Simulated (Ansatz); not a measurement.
# NaF (Villiaumite): the cost of one run

Method: reference: DFT, HSE06, plane waves, PAW, in Ansatz 0.2.0.

5 further runs of the same task are left out: 5 that didn't finish.

### 1 The system as given

Symmetry: Fm-3m, No. 225, cubic system. Conventional cell: a = 4.594 Å, b = 4.594 Å, c = 4.594 Å, α = 90.00°, β = 90.00°, γ = 90.00°. Na (site symmetry m-3m) is surrounded by 6 F at 2.30 Å. F (site symmetry m-3m) has 6 Na at 2.30 Å as nearest neighbours.

As a file:

```xyz
2
Lattice="0.0000 2.2972 2.2972 2.2972 0.0000 2.2972 2.2972 2.2972 0.0000" Properties=species:S:1:pos:R:3 pbc="T T T"
Na    0.0000    0.0000    0.0000
F     2.2972    2.2972    2.2972
```

### 2 The reference run

File input.yaml:

```yaml
crystal:
  lattice:
    - [0.0, 2.2972417931, 2.2972417931]
    - [2.2972417931, 0.0, 2.2972417931]
    - [2.2972417931, 2.2972417931, 0.0]
  atoms:
    - { symbol: Na, position: [0.0, 0.0, 0.0] }
    - { symbol: F, position: [0.5, 0.5, 0.5] }
kpoints:
  mp_grid: { grid: [4, 4, 4] }
hamiltonian:
  xc: hse06
scf:
  occupations: { method: fixed }
  n_extra_bands: 4
output:
  forces: true
  stress: true
  eigenvalues: true
```

The run is started by

```sh
ansatz run input.yaml --threads 4 --pin off --max-ram 3686MiB --backend cpu --events-out ev --progress --plain --runs-dir out
```

What time and memory should one allow on 4 threads of an Arm CPU, shared host?

About 2.1 s, with a peak of 0.41 GiB.
